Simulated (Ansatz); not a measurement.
# AlAsH: the cost of one run

Program: Ansatz 0.2.0, Gaussian basis. Level of theory: def2-QZVPP, all electrons in the functionals. These are calculated values, not measurements.

To be run: PBE, BLYP, r2SCAN, B97M-V, PBE0, B3LYP, at charge 0, quartet; charge 0, doublet; charge 0, sextet; charge 1, triplet; charge 1, quintet.

10 further runs of the same task are left out: 10 set aside as unsound or not needed. Runs told in other sessions of the task aren't counted.

## Step 1: The system

The geometry is a PBE0/def2-TZVP stationary point (not a proven minimum). No spin-orbit coupling is included. The filled d shell of As may be among the frozen orbitals whatever the setting's name suggests.

3 atoms, charge 0, spin multiplicity 4.

Atoms are counted from 1 here; the program's logs count them from 0.

Bond lengths: Al1–As2 2.506 Å, As2–H3 1.536 Å. Angles: Al1–As2–H3 97.9°.

No dispersion term is added; B97M-V holds VV10 nonlocal correlation. B3LYP takes the VWN-RPA correlation.

The geometry shown and the zero of energy belong to the point charge 0, quartet. The yardstick, RCCSD(T), and other wave-function levels (R restricted, U unrestricted, valence and pair active spaces) come from earlier runs.

## Step 2: PBE, charge 0, quartet

Input file in.yaml:

```yaml
crystal:
  periodic: [false, false, false]
  atoms:
    - {symbol: Al, position_ang: [0.000000, 0.029431, 1.850804]}
    - {symbol: As, position_ang: [0.000000, -0.030581, -0.654394]}
    - {symbol: H, position_ang: [0.000000, 1.485283, -0.902155]}
basis:
  gaussian: {orbitals: "def2-QZVPP.json"}
magnetization: {spin_polarized: true, initial_magnetization: 3}
hamiltonian: {xc: {name: PBE}}
output: {orbitals: {seedname: orbitals}}
```

The run is started by

```
$ ansatz run in.yaml --threads 1 --pin off --events-out ev --progress --plain --max-ram 2393MiB
```

Q: Estimate wall time and peak memory on 1 thread of Arm Neoverse V1, shared host.

About 17 s, with a peak of 0.38 GiB.
